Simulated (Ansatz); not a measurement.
**ClF (SMILES FCl): PBE-QIDH/cc-pVTZ**

What is the electronic atomisation energy of ClF at PBE-QIDH/cc-pVTZ? 

The results are computed with Ansatz 0.2.0.

33 further runs of the same task are left out: 33 set aside as unsound or not needed.

## 1. The structure to begin with

ClF: 2 atoms, total charge 0, spin state singlet. SMILES: `FCl`. The shape is that of a PBE0-D4/def2-TZVP optimisation.

Bond lengths: F1–Cl2 1.620 Å.

## 2. A single-point energy at PBE-QIDH/cc-pVTZ

The input, molecule.yaml:

```yaml
basis:
  gaussian: {orbitals: cc-pVTZ}
crystal:
  periodic: [false, false, false]
  atoms:
    - {symbol: F, position_ang: [-0.000000, -0.000000, 0.031290]}
    - {symbol: Cl, position_ang: [0.000000, 0.000000, 1.650960]}
hamiltonian: {xc: {name: PBE-QIDH}}
correlation: {frozen_orbitals: {Cl: 5, F: 1}}
accuracy: high
output: {orbitals: {seedname: orbitals}}
```

Started as:

```console
ansatz run molecule.yaml --threads 1 --pin off --max-ram 3480MiB --events-out events.jsonl --progress --plain --runs-dir runs
```

The program printed:

```text
Warning: RAYON_NUM_THREADS=1 ignored (pool sized by the plan → 1); use --threads N
Functional definition: PBE-QIDH
  name "PBE-QIDH"
  parameter a = 3^(-1/3)
  parameter c = 1/3
  exchange = (1 - a)*pbe_x + a*exact_x
  correlation = (1 - c)*pbe_c + c*(mp2_os + mp2_ss)
881 factors; integrals over basis functions are off by at most 4.0e-9 eV
mean field evaluation 1: about -15224.3344 eV, gradient 1.9e1 eV
mean field evaluation 2: about -15224.3412 eV, gradient 1.9e1 eV
mean field evaluation 4: about -15224.8789 eV, gradient 2.9e0 eV
mean field evaluation 8: about -15224.8906 eV, gradient 8.0e-3 eV
mean field evaluation 16: about -15224.8906 eV, gradient 4.0e-7 eV
mean field -15224.89057503 eV, -559.5044088309 hartree, gradient 6.6e-8 eV, S^2 0.000000; 0 other end points of the search recorded, 0 dependent functions left out
6 core orbitals not correlated: weight in the atoms' cores, before any rotation towards them, 1.000 or more for the frozen orbitals, at most 0.000 for the correlated occupied ones
reference -15224.89057553 eV, -559.5044088491 hartree; 7, 7 occupied and 51, 51 virtual orbitals, 881 factors
second order -13.53110881 eV of doubles, -0.00000000 eV of singles
Total energy: -15229.40094513 eV, -559.6701618748 hartree
```

Wall time 2.3 s (1 thread of Arm Neoverse V2, shared host); peak memory 0.12 GiB.

## 3. The Cl atom, same level

The input, input.yaml:

```yaml
crystal:
  periodic: [false, false, false]
  atoms:
    - {symbol: Cl, position_ang: [0.000000, 0.000000, 0.000000]}
basis:
  gaussian:
    orbitals: cc-pVTZ
total_charge: 0
magnetization:
  spin_polarized: true
  initial_magnetization: 1
hamiltonian:
  xc: {name: PBE-QIDH}
correlation:
  frozen_orbitals: {Cl: 5}
accuracy: high
```

Run the same way, it converges to -459.92254 Eh (log not shown).

## 4. The F atom

The input, job.yaml:

```yaml
crystal:
  periodic: [false, false, false]
  atoms:
    - {symbol: F, position_ang: [0.000000, 0.000000, 0.000000]}
basis:
  gaussian: {orbitals: cc-pVTZ}
magnetization: {spin_polarized: true, initial_magnetization: 1}
correlation: {frozen_orbitals: {F: 1}}
accuracy: high
hamiltonian: {xc: {name: PBE-QIDH}}
```

Run the same way, it converges to -99.66031 Eh (log not shown).

## 5. What came out

At PBE-QIDH/cc-pVTZ, 6 core orbitals frozen:

| quantity | value |
| --- | --- |
| molecule: total energy | -559.67016 Eh |
| molecule: HOMO energy (SCF part's orbitals) | -11.99 eV |
| molecule: LUMO energy (SCF part's orbitals) | -0.26 eV |
| molecule: HOMO–LUMO gap (SCF part's orbitals) | 11.73 eV |
| Cl atom: total energy | -459.92254 Eh |
| Cl atom: ⟨S²⟩ | 0.756 |
| F atom: total energy | -99.66031 Eh |
| F atom: ⟨S²⟩ | 0.752 |
| electronic atomisation energy | 2.376 eV |

In words: Taking the molecule apart into free atoms costs 2.38 eV (229 kJ/mol), before zero-point energy and without spin-orbit coupling.
